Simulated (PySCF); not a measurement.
# F8H4N4Sn4 (cyclo-(F2SnNH)4): the cost of one run

Programs: PySCF 2.14.0, with density-fitted response routines of our own. Each step states its level of theory. These are calculated values for one molecule in the gas phase, unless marked as measured. Atoms are numbered from 0 throughout.

## (1) Starting geometry

20 atoms, charge 0, multiplicity 1; geometry from: GFN2-xTB. The atoms were then displaced at random by about 0.03 Å, so the start is not that level's minimum.

Bonds of the start (Å): Sn0–F1 2.01, Sn0–F2 1.87, Sn0–N3 1.94, Sn0–N15 1.97, N3–Sn4 1.99, N3–H16 1.11, Sn4–F5 1.92, Sn4–F6 1.87, Sn4–N7 2.05, N7–Sn8 2.05, N7–H17 0.97, Sn8–F9 1.93, Sn8–F10 1.94, Sn8–N11 1.98, N11–Sn12 2.04, N11–H18 1.03, Sn12–F13 1.89, Sn12–F14 1.94, Sn12–N15 1.94, N15–H19 0.99.

## (2) Relaxing the molecule at PBE0-D3(BJ)/def2-SVP

What the job is given:

```
{"job": {"xc": "PBE0", "basis": "def2-SVP", "d3": "d3bj", "grid": 1, "maxiter": 40, "shake": 0.03, "kind": "geom"}, "charge": 0, "multiplicity": 1}
Sn    -1.566810     1.371480     0.927700
F     -2.756530     2.974840     0.656490
F     -1.879820     0.889940     2.711930
N     -2.063240    -0.209290    -0.076330
Sn    -1.451920    -0.517500    -1.950020
F     -1.603010     1.022950    -3.088800
F     -2.508280    -1.864280    -2.698040
N      0.575250    -0.822580    -1.847830
Sn     1.274600    -1.949040    -0.281380
F      2.615980    -3.006860    -1.171880
F      0.024500    -3.218550     0.485710
N      2.073230    -0.969920     1.239110
Sn     1.753800     1.047180     1.293720
F      3.205590     1.836530     0.381820
F      2.115270     1.409660     3.167410
N      0.254030     1.979560     0.480610
H     -3.162070    -0.345930    -0.033920
H      0.864920    -1.145060    -2.711530
H      1.782080    -1.437510     2.106880
H      0.314880     2.968530     0.507680
```

The run is started by

```bash
$ OMP_NUM_THREADS=2 python probes_run.py task.json out
```

One launch serves the whole session: the jobs run in the order shown.

Q: Estimate the wall time and peak memory of this first job on 2 threads of Intel Xeon 6975P-C, shared host.

About 17 min, with a peak of 3.2 GiB.
